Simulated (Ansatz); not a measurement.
# wB97X/def2-SVP run of C2H3ClSi (SMILES ClC1=C[SiH2]1)

Aim: the energy change on altering one bond length of C2H3ClSi at wB97X/def2-SVP, from 2 runs. 

The results are computed with Ansatz 0.2.0.

57 further runs of the same task are left out: 57 set aside as unsound or not needed.

### 1 The molecule

The species is C2H3ClSi (7 atoms), meant as a singlet with charge 0. As SMILES, `ClC1=C[SiH2]1`. The coordinates come from a PBE0-D4/def2-TZVP relaxation.

Bond lengths: Cl1–C2 1.700 Å, C2–C3 1.327 Å, C2–Si4 1.804 Å, C3–Si4 1.819 Å, C3–H5 1.082 Å, Si4–H6 1.482 Å, Si4–H7 1.482 Å. Some angles: Cl1–C2–C3 135.8°, Cl1–C2–Si4 155.1°, C3–C2–Si4 69.2°, C2–C3–Si4 67.9°, C2–Si4–C3 43.0°, C2–C3–H5 137.0°, Si4–C3–H5 155.1°, C2–Si4–H6 121.6°, C2–Si4–H7 121.6°, C3–Si4–H6 121.6°.

### 2 A single-point energy at wB97X/def2-SVP

input.yaml reads:

```yaml
crystal:
  periodic: [false, false, false]
  atoms:
    - symbol: Cl
      position_ang: [-1.169200, -2.293300, 0.411500]
    - symbol: C
      position_ang: [-0.358000, -0.819900, 0.163200]
    - symbol: C
      position_ang: [0.836800, -0.330000, 0.466700]
    - symbol: Si
      position_ang: [-0.185900, 0.871600, -0.438900]
    - symbol: H
      position_ang: [1.727500, -0.673800, 0.975600]
    - symbol: H
      position_ang: [-0.837800, 2.011300, 0.248800]
    - symbol: H
      position_ang: [0.047800, 1.166200, -1.872600]
basis:
  gaussian: {orbitals: def2-SVP}
hamiltonian: {xc: {name: wB97X}}
accuracy: high
output: {orbitals: {seedname: orbitals}}
```

The run is started by

```
$ ansatz run input.yaml --threads 1 --pin off --max-ram 3480MiB --events-out events.jsonl --progress --plain --runs-dir runs
```

Log:

```text
Warning: RAYON_NUM_THREADS=1 ignored (pool sized by the plan → 1); use --threads N
Functional definition: wB97X
  name "wB97X"
  parameter omega = 0.3/bohr
  parameter cx = 0.157706
  parameter cx1 = 0.726479
  parameter cx2 = 1.04760
  parameter cx3 = -5.70635
  parameter cx4 = 13.2794
  parameter css1 = -4.33879
  parameter css2 = 18.2308
  parameter css3 = -31.7430
  parameter css4 = 17.2901
  parameter cos1 = 2.37031
  parameter cos2 = -11.3995
  parameter cos3 = 6.58405
  parameter cos4 = -3.78132
  exchange = spin_sum(e_x_unif_sr(omega)*poly(b97_u_x, 1 - cx, cx1, cx2, cx3, cx4)) + cx*exact_x_sr(omega)
      + exact_x_lr(omega)
  correlation = spin_sum(e_c_pw_same_spin*poly(b97_u_same, 1, css1, css2, css3, css4))
      + integral(e_c_pw_opposite_spin*poly(b97_u_opposite, 1, cos1, cos2, cos3, cos4))
1684 factors; integrals over basis functions are off by at most 3.6e-9 eV
332 factors; integrals over basis functions are off by at most 2.0e-9 eV
mean field evaluation 1: about -22509.9406 eV, gradient 2.9e1 eV
mean field evaluation 2: about -22510.6769 eV, gradient 2.3e1 eV
mean field evaluation 4: about -22512.0465 eV, gradient 1.3e0 eV
mean field evaluation 8: about -22512.1668 eV, gradient 4.4e-2 eV
mean field evaluation 16: about -22512.1669 eV, gradient 5.9e-5 eV
mean field -22512.16686489 eV, -827.3068729900 hartree, gradient 7.3e-8 eV, S^2 0.000000; 0 other end points of the search recorded, 0 dependent functions left out
reference -22512.16686231 eV, -827.3068728950 hartree; 23, 23 occupied and 56, 56 virtual orbitals, 1684 factors
Total energy: -22512.16686231 eV, -827.3068728950 hartree
```

Wall time 20 s (1 thread of Arm Neoverse V2, shared host); peak memory 0.43 GiB.

### 3 The distorted shape at the same level

molecule.yaml reads:

```yaml
crystal:
  periodic: [false, false, false]
  atoms:
    - {symbol: Cl, position_ang: [-1.881732, -2.018271, 0.004396]}
    - {symbol: C, position_ang: [-1.070532, -0.544871, -0.243904]}
    - {symbol: C, position_ang: [0.124268, -0.054971, 0.059596]}
    - {symbol: Si, position_ang: [-0.898432, 1.146629, -0.846004]}
    - {symbol: H, position_ang: [1.727500, -0.673800, 0.975600]}
    - {symbol: H, position_ang: [-1.550332, 2.286329, -0.158304]}
    - {symbol: H, position_ang: [-0.664732, 1.441229, -2.279704]}
basis:
  gaussian: {orbitals: def2-SVP}
accuracy: high
hamiltonian: {xc: {name: wB97X}}
output: {orbitals: {seedname: orbitals}}
```

The run is started by

```
$ ansatz run molecule.yaml --threads 1 --pin off --max-ram 3480MiB --events-out events.jsonl --progress --plain --runs-dir runs
```

Log, shortened:

```text
Warning: RAYON_NUM_THREADS=1 ignored (pool sized by the plan → 1); use --threads N
[... 2 set-up lines as earlier in the session ...]
[...]
      + exact_x_lr(omega)
[...]
      + integral(e_c_pw_opposite_spin*poly(b97_u_opposite, 1, cos1, cos2, cos3, cos4))
1686 factors; integrals over basis functions are off by at most 8.1e-9 eV
341 factors; integrals over basis functions are off by at most 2.2e-9 eV
[...]
mean field -22508.46482348 eV, -827.1708254776 hartree, gradient 7.0e-8 eV, S^2 0.000000; 0 other end points of the search recorded, 0 dependent functions left out
reference -22508.46482073 eV, -827.1708253765 hartree; 23, 23 occupied and 56, 56 virtual orbitals, 1686 factors
Total energy: -22508.46482073 eV, -827.1708253765 hartree
```

It took 19 s on 1 thread of Arm Neoverse V2, shared host; peak memory 0.43 GiB.

### 4 Results

At wB97X/def2-SVP:

```
                                                         quantity          value
                                        first shape: total energy  -827.30687 Eh
                                         first shape: HOMO energy      -10.05 eV
                                         first shape: LUMO energy        2.03 eV
                                       first shape: HOMO–LUMO gap       12.08 eV
                                    distorted shape: total energy  -827.17083 Eh
                                     distorted shape: HOMO energy       -9.63 eV
                                     distorted shape: LUMO energy       -0.45 eV
                                   distorted shape: HOMO–LUMO gap        9.18 eV
energy change with the C3–H5 bond stretched from 1.082 to 1.947 Å       3.702 eV
```

With the C3–H5 bond stretched from 1.082 to 1.947 Å the energy rises by 3.70 eV (85 kcal/mol). The first shape isn't relaxed at this level, so the change isn't measured from a minimum. A restricted reference can't describe the breaking bond well at this length.
